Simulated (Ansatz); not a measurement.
# MnSi4C: the cost of one run

Method: DFT PBE, scalar-relativistic, plane waves, PAW, in Ansatz 0.2.0.

2 further runs of the same task are left out: 1 that didn't finish, 1 set aside as unsound or not needed.

**1. The system as given**

It takes space group P4/mmm (No. 123, tetragonal). Conventional cell: a = 3.607 Å, b = 3.607 Å, c = 5.382 Å, α = 90.00°, β = 90.00°, γ = 90.00°. Mn (site symmetry 4/mmm) is surrounded by 8 Si at 2.30 Å. Si (site symmetry 2mm) has 2 C at 2.20 Å and 2 Mn at 2.30 Å and 5 Si at 2.53 to 2.55 Å as nearest neighbours. C (site symmetry 4/mmm) has 8 Si at 2.20 Å as nearest neighbours.

Structure file:

```cif
data_structure
_symmetry_space_group_name_H-M 'P4/mmm'
_symmetry_Int_Tables_number 123
_cell_length_a 3.6074
_cell_length_b 3.6074
_cell_length_c 5.3816
_cell_angle_alpha 90.000
_cell_angle_beta 90.000
_cell_angle_gamma 90.000
_cell_volume 70.03
loop_
_atom_site_label
_atom_site_type_symbol
_atom_site_symmetry_multiplicity
_atom_site_Wyckoff_symbol
_atom_site_fract_x
_atom_site_fract_y
_atom_site_fract_z
_atom_site_occupancy
Mn1 Mn 1 d 0.50000 0.50000 0.50000 1
Si1 Si 4 i 0.00000 0.50000 0.76448 1
C1 C 1 a 0.00000 0.00000 0.00000 1
```

A structure generator made this guess: species swapped into a database cell of MgTiH4 (P4/mmm, No. 123), with Mn on the Mg sites, C on the Ti sites and Si on the H sites. Lengths come from tabulated atomic sizes and are only a guess.

**2. The guess as it stands, on a coarse mesh**

input.yaml

```yaml
crystal:
  lattice:
    - [3.60742962, 0.0, 0.0]
    - [0.0, 3.60742962, 0.0]
    - [0.0, 0.0, 5.38164797]
  atoms:
    - { symbol: Mn, position: [0.5, 0.5, 0.5], spin: 4.0 }
    - { symbol: Si, position: [0.0, 0.5, 0.76447999] }
    - { symbol: Si, position: [0.5, 0.0, 0.76447999] }
    - { symbol: Si, position: [0.0, 0.5, 0.23552001] }
    - { symbol: Si, position: [0.5, 0.0, 0.23552001] }
    - { symbol: C, position: [0.0, 0.0, 0.0] }
basis:
  ecutwfc: 420
kpoints:
  mp_grid: { grid: [6, 6, 4] }
hamiltonian:
  xc: pbe
scf:
  occupations: { method: gaussian, width: 0.1 }
  lower_state_search: "off"
output:
  forces: true
  stress: true
  eigenvalues: true
  populations: true
magnetization:
  spin_polarized: true
```

Launch:

```console
> ansatz run input.yaml --threads 1 --pin off --max-ram 2560MiB --backend cpu --events-out ev --progress --plain --runs-dir out
```

What time and memory should one allow on 1 thread of Arm Neoverse V2, shared host?

About 12 s, with a peak of 0.38 GiB.
